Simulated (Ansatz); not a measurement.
# Nb2Si2SO12: the cost of one run

Method: DFT, PBE, plane-wave PAW, default files, scalar-relativistic, as far as a step names no other, in Ansatz 0.2.0.

1 further run of the same task is left out (it didn't finish).

**1. The structure to begin with**

Symmetry: Cc, No. 9, monoclinic system. The conventional cell has a = 15.483 Å, b = 8.923 Å, c = 9.284 Å, α = 90.00°, β = 124.41°, γ = 90.00°. Nb (site symmetry 1) is surrounded by 6 O at 1.94 to 2.18 Å. Around Nb (site symmetry 1) lie 5 O at 1.88 to 2.19 Å. Si (site symmetry 1) has 4 O at 1.62 to 1.65 Å as nearest neighbours. Around Si (site symmetry 1) lie 4 O at 1.63 to 1.64 Å. Around S (site symmetry 1) lie 4 O at 1.46 to 1.51 Å. O (site symmetry 1) is surrounded by 1 Si at 1.62 Å and 1 Nb at 1.98 Å. Around O (site symmetry 1) lie 1 S at 1.48 Å. Around O (site symmetry 1) lie 1 Si at 1.64 Å and 1 Nb at 1.94 Å. Only part of the 17 independent sites is listed.

Structure file:

```cif
data_structure
_symmetry_space_group_name_H-M 'Cc'
_symmetry_Int_Tables_number 9
_cell_length_a 15.4831
_cell_length_b 8.9227
_cell_length_c 9.2841
_cell_angle_alpha 90.000
_cell_angle_beta 124.414
_cell_angle_gamma 90.000
_cell_volume 1058.11
loop_
_atom_site_label
_atom_site_type_symbol
_atom_site_symmetry_multiplicity
_atom_site_Wyckoff_symbol
_atom_site_fract_x
_atom_site_fract_y
_atom_site_fract_z
_atom_site_occupancy
Nb1 Nb 4 a 0.38786 0.25138 0.92645 1
Nb2 Nb 4 a 0.60333 0.76650 0.07324 1
Si1 Si 4 a 0.99581 0.46462 0.24838 1
Si2 Si 4 a 0.85810 0.89090 0.25003 1
S1 S 4 a 0.64153 0.39509 0.24922 1
O1 O 4 a 0.92869 0.57329 0.07985 1
O2 O 4 a 0.55077 0.32357 0.09147 1
O3 O 4 a 0.86161 0.86077 0.07922 1
O4 O 4 a 0.07268 0.43020 0.92129 1
O5 O 4 a 0.96427 0.17999 0.92112 1
O6 O 4 a 0.14233 0.12910 0.90598 1
O7 O 4 a 0.92685 0.64324 0.78713 1
O8 O 4 a 0.35749 0.42934 0.78586 1
O9 O 4 a 0.23663 0.17591 0.77112 1
O10 O 4 a 0.07365 0.35878 0.22303 1
O11 O 4 a 0.64609 0.55697 0.22248 1
O12 O 4 a 0.75231 0.81198 0.21414 1
```

**2. Single point at the given positions**

Contents of input.yaml:

```yaml
crystal:
  lattice:
    - [7.7415723039, -4.46132985, 0.0]
    - [7.7415723039, 4.46132985, 0.0]
    - [-5.2470843915, 0.0, 7.659128267]
  atoms:
    - { symbol: Nb, position: [0.13648061, 0.63924031, 0.92645195] }
    - { symbol: Nb, position: [0.63924031, 0.13648061, 0.42645195] }
    - { symbol: Nb, position: [0.83683538, 0.36983455, 0.07323911] }
    - { symbol: Nb, position: [0.36983455, 0.83683538, 0.57323911] }
    - { symbol: Si, position: [0.53119571, 0.46042856, 0.24837952] }
    - { symbol: Si, position: [0.96719829, 0.74899512, 0.25002805] }
    - { symbol: Si, position: [0.74899512, 0.96719829, 0.75002805] }
    - { symbol: Si, position: [0.46042856, 0.53119571, 0.74837952] }
    - { symbol: S, position: [0.24644419, 0.0366164, 0.24922102] }
    - { symbol: S, position: [0.0366164, 0.24644419, 0.74922102] }
    - { symbol: O, position: [0.35539514, 0.50198126, 0.07985338] }
    - { symbol: O, position: [0.22719774, 0.87434598, 0.09146647] }
    - { symbol: O, position: [0.00084073, 0.72237825, 0.07921909] }
    - { symbol: O, position: [0.72237825, 0.00084073, 0.57921909] }
    - { symbol: O, position: [0.87434598, 0.22719774, 0.59146647] }
    - { symbol: O, position: [0.50198126, 0.35539514, 0.57985338] }
    - { symbol: O, position: [0.64247416, 0.5028839, 0.92128707] }
    - { symbol: O, position: [0.78428185, 0.14425745, 0.92111697] }
    - { symbol: O, position: [0.01322739, 0.27142719, 0.90598437] }
    - { symbol: O, position: [0.27142719, 0.01322739, 0.40598437] }
    - { symbol: O, position: [0.14425745, 0.78428185, 0.42111697] }
    - { symbol: O, position: [0.5028839, 0.64247416, 0.42128707] }
    - { symbol: O, position: [0.2836082, 0.57009016, 0.78713261] }
    - { symbol: O, position: [0.92815268, 0.78683179, 0.78585596] }
    - { symbol: O, position: [0.06071925, 0.41254332, 0.77112017] }
    - { symbol: O, position: [0.41254332, 0.06071925, 0.27112017] }
    - { symbol: O, position: [0.78683179, 0.92815268, 0.28585596] }
    - { symbol: O, position: [0.57009016, 0.2836082, 0.28713261] }
    - { symbol: O, position: [0.71487428, 0.43242651, 0.22303376] }
    - { symbol: O, position: [0.08912388, 0.20305723, 0.22247513] }
    - { symbol: O, position: [0.94032639, 0.56428612, 0.21413534] }
    - { symbol: O, position: [0.56428612, 0.94032639, 0.71413534] }
    - { symbol: O, position: [0.20305723, 0.08912388, 0.72247513] }
    - { symbol: O, position: [0.43242651, 0.71487428, 0.72303376] }
kpoints:
  mp_grid: { grid: [3, 3, 3] }
scf:
  occupations: { method: fermi_dirac, width: 0.02 }
hamiltonian:
  xc: pbe
  pseudopotentials: { kind: paw }
output:
  forces: true
  stress: true
  populations: true
  efg:
    quadrupole_moments_barn: { Nb: -0.32, S: -0.0694, O: -0.02558 }
    contact_densities: true
  write_density: true
  write_potential: true
  elf: true
  volumetric_format: npy
```

Command:

```sh
$ ansatz run input.yaml --threads 1 --pin off --max-ram 2560MiB --backend cpu --events-out ev --progress --plain --runs-dir out
```

What time and memory should one allow on 1 thread of Arm Neoverse V1, shared host?

About 3.4 min, with a peak of 1.2 GiB.
